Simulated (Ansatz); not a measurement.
# BiAu2: further runs on the relaxed cell

The task here is to estimate one member of a computed series from the others.

Program: Ansatz 0.2.0. Level of theory: DFT PBEsol, scalar-relativistic, plane waves, PAW. These are calculated values, not measurements.

1 further run of the same task is left out (set aside as unsound or not needed).

## The system as given

It takes space group Fd-3m (No. 227, cubic). The conventional cell has a = 7.944 Å, b = 7.944 Å, c = 7.944 Å, α = 90.00°, β = 90.00°, γ = 90.00°. Around Bi (site symmetry -43m) lie 12 Au at 3.29 Å and 4 Bi at 3.44 Å. Au (site symmetry -3m) is surrounded by 6 Au at 2.81 Å and 6 Bi at 3.29 Å.

Structure file:

```
CELL_PARAMETERS angstrom
0.00000 3.97222 3.97222
3.97222 0.00000 3.97222
3.97222 3.97222 0.00000
ATOMIC_POSITIONS crystal
Bi 0.00000 0.00000 0.00000
Bi 0.25000 0.25000 0.25000
Au 0.62500 0.62500 0.62500
Au 0.12500 0.62500 0.62500
Au 0.62500 0.62500 0.12500
Au 0.62500 0.12500 0.62500
```

This cell was relaxed beforehand with the same method: volume 20.89 Å³/atom, gap on the mesh none (metal).

The first run:

input.yaml

```yaml
crystal:
  lattice:
    - [0.0, 3.9722174839, 3.9722174839]
    - [3.9722174839, 0.0, 3.9722174839]
    - [3.9722174839, 3.9722174839, 0.0]
  atoms:
    - { symbol: Bi, position: [0.0, 0.0, 0.0] }
    - { symbol: Bi, position: [0.25, 0.25, 0.25] }
    - { symbol: Au, position: [0.625, 0.625, 0.625] }
    - { symbol: Au, position: [0.125, 0.625, 0.625] }
    - { symbol: Au, position: [0.625, 0.625, 0.125] }
    - { symbol: Au, position: [0.625, 0.125, 0.625] }
basis:
  ecutwfc: 420
kpoints:
  mp_grid: { grid: [8, 8, 8] }
  band_path:
    path:
      - [[0.0, 0.0, 0.0], [0.5, 0.0, 0.5], [0.625, 0.25, 0.625]]
      - [[0.375, 0.375, 0.75], [0.0, 0.0, 0.0], [0.5, 0.5, 0.5], [0.5, 0.25, 0.75], [0.5, 0.0, 0.5]]
    npoints: 14
hamiltonian:
  xc: pbesol
scf:
  occupations: { method: gaussian, width: 0.1 }
  n_extra_bands: 15
output:
  forces: true
  stress: true
  eigenvalues: true
  populations: true
  dos: { projected: true, de: 0.02, nscf_kmesh: { grid: [12, 12, 12] } }
  bader: true
```

The run is started by

```
$ ansatz run input.yaml --threads 2 --pin off --max-ram 5120MiB --backend cpu --events-out ev --progress --plain --runs-dir out
```

Among the steps run: Electronic structure at the relaxed geometry; The cell as listed, for comparison; The cell scaled to 0.97 of its volume; The cell scaled to 1.03 of its volume; The cell scaled to 0.94 of its volume; Point at V/V0 = 1.06; The cell scaled to 0.91 of its volume; Volume × 1.10; Point at V/V0 = 0.88.

One of the session's tables, all rows but one given; the rest of the session is left out.

It belongs to the step «Equation of state». 

```
volume (Å³/atom)  energy above the lowest point (meV/atom)  pressure (GPa)
          18.385                                     150.5           22.00
          19.012                                      78.9           14.86
          19.638                                      32.8            8.95
          20.265                                       7.7            4.05
          20.892                                       0.0            0.00
          21.519                                       6.8           -3.35
          22.145                                         ?               ?
          22.981                                      65.3           -9.05
```

Estimate the missing values for volume (Å³/atom) = 22.145.

Worked estimate for «energy above the lowest point (meV/atom)». A straight line through the neighbours (21.519, 6.8) and (22.981, 65.3) gives 6.8 + (65.3 − 6.8) × (22.145 − 21.519) / (22.981 − 21.519) = 31.8; a parabola fitted to 3 rows on both sides gives 24.5.

The run gave: energy above the lowest point (meV/atom): 25.5; pressure (GPa): -6.11. In «energy above the lowest point (meV/atom)» the line misses by +6.3 and the parabola by -1.0.

To keep in mind: The projections leave out shells that the potentials don't hold, such as empty d states.
